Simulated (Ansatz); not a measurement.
# [Cu(PH3)2]+ (CuP2H6+): structure and electronic state

What does [Cu(PH3)2]+ (CuP2H6+) look like as a singlet, and where do its frontier electrons sit?

The runs use Ansatz 0.2.0, Gaussian basis; RKS PBE0-D4/def2-TZVP.

Levels to be run: relaxation at PBE-D4/def2-SVP; a search for the lowest solution at PBE0-D4/def2-SVP; a single point at PBE0-D4/def2-TZVP.

## 1. The system as given

9 atoms, charge 1, spin multiplicity 1.

Atoms are counted from 1 here; the program's logs count them from 0.

Bond lengths: Cu1–P2 2.326 Å, Cu1–P6 2.326 Å, P2–H3 1.378 Å, P2–H4 1.378 Å, P2–H5 1.378 Å, P6–H7 1.378 Å, P6–H8 1.378 Å, P6–H9 1.378 Å. Angles: P2–Cu1–P6 179.3°, Cu1–P2–H3 119.6°, Cu1–P2–H4 119.5°, Cu1–P2–H5 120.1°, H3–P2–H4 97.5°, H3–P2–H5 97.6°, H4–P2–H5 97.6°, Cu1–P6–H7 119.9°, Cu1–P6–H8 119.8°, Cu1–P6–H9 119.5°, H7–P6–H8 97.6°, H7–P6–H9 97.6°, H8–P6–H9 97.6°.

Geometry (Å):

```
atom     x (Å)     y (Å)     z (Å)
 Cu1   0.00741   0.01566  -0.00034
  P2   0.00046  -0.01152   2.32583
  H3   0.78653  -0.92312   2.99745
  H4  -1.17726  -0.25818   2.99833
  H5   0.38027   1.10946   3.03084
  P6   0.00275   0.01842  -2.32595
  H7   1.15409   0.33366  -3.01432
  H8  -0.85213   0.85756  -3.00720
  H9  -0.30211  -1.14194  -3.00464
```

Formally the metal is d10. No spin-orbit coupling is included. The ion is computed in the gas phase, without counter-ions or solvent.

The start is a GFN2-xTB geometry.

## 2. Optimising with PBE-D4/def2-SVP

The input, in.yaml:

```yaml
crystal:
  periodic: [false, false, false]
  atoms:
    - {symbol: Cu, position_ang: [0.007410, 0.015660, -0.000340]}
    - {symbol: P, position_ang: [0.000460, -0.011520, 2.325830]}
    - {symbol: H, position_ang: [0.786530, -0.923120, 2.997450]}
    - {symbol: H, position_ang: [-1.177260, -0.258180, 2.998330]}
    - {symbol: H, position_ang: [0.380270, 1.109460, 3.030840]}
    - {symbol: P, position_ang: [0.002750, 0.018420, -2.325950]}
    - {symbol: H, position_ang: [1.154090, 0.333660, -3.014320]}
    - {symbol: H, position_ang: [-0.852130, 0.857560, -3.007200]}
    - {symbol: H, position_ang: [-0.302110, -1.141940, -3.004640]}
basis:
  gaussian: {orbitals: def2-SVP}
total_charge: 1
hamiltonian: {xc: pbe, dispersion: d4}
scf: {omitted_lower_state_checks: [starts]}
output: {orbitals: {seedname: orbitals}}
relax: {f_tol: 0.02, max_steps: 100}
```

Run with:

```bash
$ ansatz run in.yaml --threads 4 --pin off --events-out ev --progress --plain --max-ram 3916MiB
```

After this run come: Searching for the lowest solution, PBE0-D4/def2-SVP; Single point, PBE0-D4/def2-TZVP.

**Question.** What will the summary of the whole plan be? Wanted: point group; near neighbours of the metal; HOMO, LUMO at PBE0-D4/def2-TZVP; charge on the metal.

As calculated:

```
                                         quantity             value
                                      point group                D3
                     near neighbours of the metal  P 2.24, P 2.24 Å
                  HOMO, LUMO at PBE0-D4/def2-TZVP  -12.50, -5.25 eV
charge on the metal (Mulliken, PBE0-D4/def2-TZVP)           -0.06 e
```

In words: The molecule keeps its bonding pattern by the stored test; the atoms moved 0.12 Å (rms). The Mulliken charge of the metal, -0.06 e, depends on the basis and isn't its oxidation state. No usable vibrations, so a minimum isn't proven. The HOMO lies nearest to Cu1 85 % and the LUMO to Cu1 35 %; P2, P6 about 13 % each. Whether this spin is the lowest isn't tested here.
